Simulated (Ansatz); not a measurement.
# F2H3OSi2: the cost of one run

The runs use Ansatz 0.2.0, Gaussian basis; the settings change from run to run.

## (1) The geometry

The structure was relaxed beforehand with PBE0-D4 in a triple-zeta def2 set.

SMILES `F[Si](F)O[SiH3]`, 8 atoms, charge 0, spin multiplicity 2.

Atoms are counted from 1 here; the program's logs count them from 0.

Bond lengths: F1–Si2 1.590 Å, Si2–F3 1.587 Å, Si2–O4 1.607 Å, O4–Si5 1.647 Å, Si5–H6 1.484 Å, Si5–H7 1.481 Å, Si5–H8 1.482 Å. Angles: F1–Si2–F3 106.7°, F1–Si2–O4 109.7°, F3–Si2–O4 108.2°, Si2–O4–Si5 151.8°, O4–Si5–H6 109.4°, O4–Si5–H7 107.7°, O4–Si5–H8 109.3°, H6–Si5–H7 110.1°, H6–Si5–H8 109.9°, H7–Si5–H8 110.4°.

As a file:

```xyz
8

F     0.2407   -2.1083    1.5231
Si   -0.4413   -1.7468    0.1330
F     0.1056   -2.7918   -0.9284
O     0.0152   -0.2767   -0.3293
Si    0.0374    1.3599   -0.1484
H    -1.3269    1.8378    0.1866
H     0.4833    1.9491   -1.4315
H     0.9781    1.7199    0.9392
```

## (2) B2GP-PLYP/cc-pVTZ

Set apart from the defaults: coordinates scaled by 0.96, high accuracy.

Input file in.yaml:

```yaml
crystal:
  periodic: [false, false, false]
  atoms:
    - {symbol: F, position_ang: [0.231103, -2.023926, 1.462155]}
    - {symbol: Si, position_ang: [-0.423603, -1.676937, 0.127701]}
    - {symbol: F, position_ang: [0.101336, -2.680136, -0.891303]}
    - {symbol: O, position_ang: [0.014569, -0.265621, -0.316157]}
    - {symbol: Si, position_ang: [0.035907, 1.305514, -0.142439]}
    - {symbol: H, position_ang: [-1.273796, 1.764282, 0.179116]}
    - {symbol: H, position_ang: [0.463923, 1.871134, -1.374194]}
    - {symbol: H, position_ang: [0.938976, 1.651065, 0.901648]}
basis:
  gaussian: {orbitals: cc-pVTZ}
magnetization: {spin_polarized: true, initial_magnetization: 1}
hamiltonian: {xc: {name: B2GP-PLYP}}
accuracy: high
output: {forces: true}
```

The run is started by

```bash
> ansatz run in.yaml --threads 4 --pin off --events-out ev --progress --plain --max-ram 10444MiB
```

Q: Estimate wall time and peak memory on 4 threads of Arm Neoverse V2, shared host.

About 48 s, with a peak of 1.6 GiB.
